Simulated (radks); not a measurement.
# Cs⁺ in [Kr] 4d10 5s2 5p5 5d1: an all-electron calculation

What are the levels of the caesium ion Cs+, how large are its shells, and how does its energy divide?

Program: radks (a radial shooting solver on a logarithmic mesh, Libxc functionals) version 1. Level of theory: scalar-relativistic Kohn-Sham, PBE, spin-polarised, spherical densities, finite nucleus; open shells are filled with parallel spins first. These are calculated values, not measurements, unless marked.

## Step 1: The system

- element: caesium (Z = 55)
- charge: +1
- electrons: 54
- configuration: [Kr] 4d10 5s2 5p5 5d1
- nuclear rms radius: 4.8041 fm

The outer shells:

Cs⁺
```
[Kr] core
4d [↑↓][↑↓][↑↓][↑↓][↑↓]
5s [↑↓]
5p [↑↓][↑↓][↑ ]
5d [↑ ][  ][  ][  ][  ]
```

## Step 2: The run

Input:

```text
Z 55
configuration [Kr] 4d10 5s2 5p5 5d1
relativity scalar-relativistic
functional pbe,pbe
spin polarised
nucleus finite rms 4.8041 fm
c 137.035999084
```

Run with:

```console
$ python run_ks.py task.json out
```

The same process makes all the runs of this session.

What does the calculation give?

The runs gave:

| quantity | value |
| --- | --- |
| total energy | -7785.9703 hartree |
| exchange-correlation share of it | 2.46 % |
| −T/E | 1.0535 |
| highest occupied level | 5d up, -6.088 eV |
| most extended occupied level | 5d up, <r> = 3.37 bohr |
| radius at density 0.001 e/bohr³ | 4.35 bohr |
| maxima of the radial density | 4 |

What this shows: 5 principal shells are occupied and 4 maxima appear in the radial density; where shells overlap, one shows as a shoulder or not at all. Relativity lifts −T/E to 1.054. This is not the tabulated ground configuration, so its levels and sizes aren't those of the ground state, and no measured value stands beside it.
